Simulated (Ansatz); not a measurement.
# Cd5Se3S2: the cost of one run

Method: DFT PBE, scalar-relativistic, plane waves, PAW, in Ansatz 0.2.0.

1 further run of the same task is left out (set aside as unsound or not needed). Runs told in other sessions of the task aren't counted.

### 1 The system as given

It takes space group R3m (No. 160, trigonal). Conventional cell: a = 4.302 Å, b = 4.302 Å, c = 52.783 Å, α = 90.00°, β = 90.00°, γ = 120.00°. Around Cd (site symmetry 3m) lie 3 S at 2.60 Å and 1 Se at 2.68 Å. Cd (site symmetry 3m) is surrounded by 4 Se at 2.66 to 2.68 Å. Cd (site symmetry 3m) is surrounded by 1 S at 2.57 Å and 3 Se at 2.66 Å. Around Se (site symmetry 3m) lie 4 Cd at 2.66 to 2.68 Å. Only part of the 10 independent sites is listed.

Structure file:

```xyz
10
Lattice="2.1512 1.2420 17.5943 -2.1512 1.2420 17.5943 0.0000 -2.4840 17.5943" Properties=species:S:1:pos:R:3 pbc="T T T"
Cd    0.0000    0.0000    0.1125
Cd    0.0000    0.0000   31.6661
Cd    0.0000    0.0000   10.4409
Cd    0.0000    0.0000   42.2827
Cd    0.0000    0.0000   21.0530
Se    0.0000    0.0000   50.2125
Se    0.0000    0.0000   28.9898
Se    0.0000    0.0000   39.6006
S     0.0000    0.0000    7.8741
S     0.0000    0.0000   18.4864
```

The cell was relaxed beforehand at this level, from a generated guess; it needn't be the stable form of this composition. At a tolerance of 0.02 Å it has space group R3m (No. 160); it has 28.21 Å³/atom, an uncorrected energy of -0.64 eV/atom over the elements.

### 2 Electronic structure at the relaxed geometry

Input file input.yaml:

```yaml
crystal:
  lattice:
    - [2.1512471067, 1.2420230961, 17.5942782]
    - [-2.1512471067, 1.2420230961, 17.5942782]
    - [0.0, -2.4840461923, 17.5942782]
  atoms:
    - { symbol: Cd, position: [0.002131, 0.002131, 0.002131] }
    - { symbol: Cd, position: [0.599931, 0.599931, 0.599931] }
    - { symbol: Cd, position: [0.197808, 0.197808, 0.197808] }
    - { symbol: Cd, position: [0.801069, 0.801069, 0.801069] }
    - { symbol: Cd, position: [0.398861, 0.398861, 0.398861] }
    - { symbol: Se, position: [0.951303, 0.951303, 0.951303] }
    - { symbol: Se, position: [0.549227, 0.549227, 0.549227] }
    - { symbol: Se, position: [0.750255, 0.750255, 0.750255] }
    - { symbol: S, position: [0.14918, 0.14918, 0.14918] }
    - { symbol: S, position: [0.350236, 0.350236, 0.350236] }
basis:
  ecutwfc: 420
kpoints:
  mp_grid: { grid: [12, 12, 12] }
  band_path:
    path:
      - [[0.0, 0.0, 0.0], [-0.5, -0.5, -0.5], [-0.5, -0.16998886, -0.83001114]]
      - [[-0.16998886, 0.16998886, -0.5], [0.0, 0.0, -0.5], [0.0, 0.0, 0.0], [0.0, 0.33499443, -0.33499443]]
      - [[-0.33499443, 0.0, -0.66500557], [-0.5, 0.0, -0.5], [0.0, 0.0, 0.0]]
    npoints: 14
hamiltonian:
  xc: pbe
scf:
  occupations: { method: gaussian, width: 0.02 }
  n_extra_bands: 25
output:
  forces: true
  stress: true
  eigenvalues: true
  populations: true
  dos: { projected: true, de: 0.02, nscf_kmesh: { grid: [18, 18, 18] } }
  bader: true
  write_density: true
  write_potential: true
  elf: true
  volumetric_format: npy
```

Started as:

```sh
ansatz run input.yaml --threads 4 --pin off --max-ram 8192MiB --backend cpu --events-out ev --progress --plain --runs-dir out
```

**Question.** How long does this run take on 4 threads of Arm Neoverse V2, shared host, and how much memory does it need?

About 16 min, with a peak of 5.5 GiB.
